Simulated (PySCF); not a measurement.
# GeTe+: from the state search to spectroscopic constants

Aim: find the lowest electronic state of GeTe+, scan its bond at several levels of theory, and get bond length, wavenumber and dissociation energy from each curve.

Program: PySCF 2.14.0. Level of theory: Ge cc-pVDZ-PP with ECP10, Te cc-pVDZ-PP with ECP28, scalar-relativistic core potentials. These are calculated values, not measurements.

## Step 1: Set-up

Settings of the job:

```
atoms                         : Ge, Te
charge                        : 1
basis                         : Ge cc-pVDZ-PP with ECP10, Te cc-pVDZ-PP with ECP28
Hamiltonian                   : scalar-relativistic core potentials
basis functions               : 46
electrons treated             : 45
masses in u                   : 73.9212, 129.9062
levels                        : PBE0, PBE, r²SCAN, revPBE, PW91, B97-3, ωB97X, HF, MP2, SCS-MP2, CCSD, CCSD(T)
grid                          : 80 radial by 434 angular points
occupations                   : held fixed by the projection of orbital angular momentum
dissociation limit            : Ge+ + Te, each in its ground configuration
starting distance in angstrom : 2.580
values of 2S to try           : 1, 3
```

Command:

```console
$ OMP_NUM_THREADS=1 python dia.py task.json out
```

The runs that follow: First curve: PBE0; Higher solutions at PBE0; PBE; r²SCAN (meta-GGA); revPBE; PW91; B97-3 (global hybrid GGA); ωB97X; ROHF; MP2 and coupled cluster.

Before running it: what results should come out? Wanted: for each run, Re; ωe; De; μ.

**Answer**, as computed:

Lowest PBE0 solution found, without spin–orbit coupling: ²Π (doublet), unpaired electrons π ↑. State 2 has its PBE0 minimum 0.57 eV higher. State 3 has its PBE0 minimum 1.46 eV higher. The other levels ran on the lowest alone.

```tsv
level	Re (Å)	ωe (cm⁻¹)	De (eV)	μ (D)
ROHF	2.492	277.1	1.73	-3.72
ROHF-MP2	2.500	279.3	2.84	n/a
ROHF-SCS-MP2	2.505	275.5	2.71	n/a
ROHF-CCSD	2.515	265.7	2.75	n/a
ROHF-CCSD(T)	2.532	254.4	2.94	n/a
PBE	2.532	254.0	3.62	-2.83
revPBE	2.542	250.6	3.40	-2.88
PW91	2.530	254.3	3.67	-2.82
r²SCAN	2.505	263.3	3.42	-2.80
PBE0	2.499	269.0	3.28	-3.01
B97-3	2.517	263.5	3.19	-3.20
ωB97X	2.475	283.0	3.22	-3.18
```

De is counted to Ge+ + Te in their ground configurations. A positive dipole points from Ge to Te; in an ion it is taken about the centre of mass and does not tell which atom is negative.

What this shows: Bond lengths run from 2.475 Å (ωB97X) to 2.542 Å (revPBE). Of the levels with a De here, ROHF gives the least (1.73 eV) and PW91 the most (3.67 eV).

Correlated steps freeze 8 core orbitals. Spin–orbit coupling is left out, which matters for elements this heavy, above all for dissociation energies. T1 is 0.023 near the minimum (highest on the curve 0.052), which may point to more than one leading configuration. With spin–orbit coupling the term label itself may not hold.
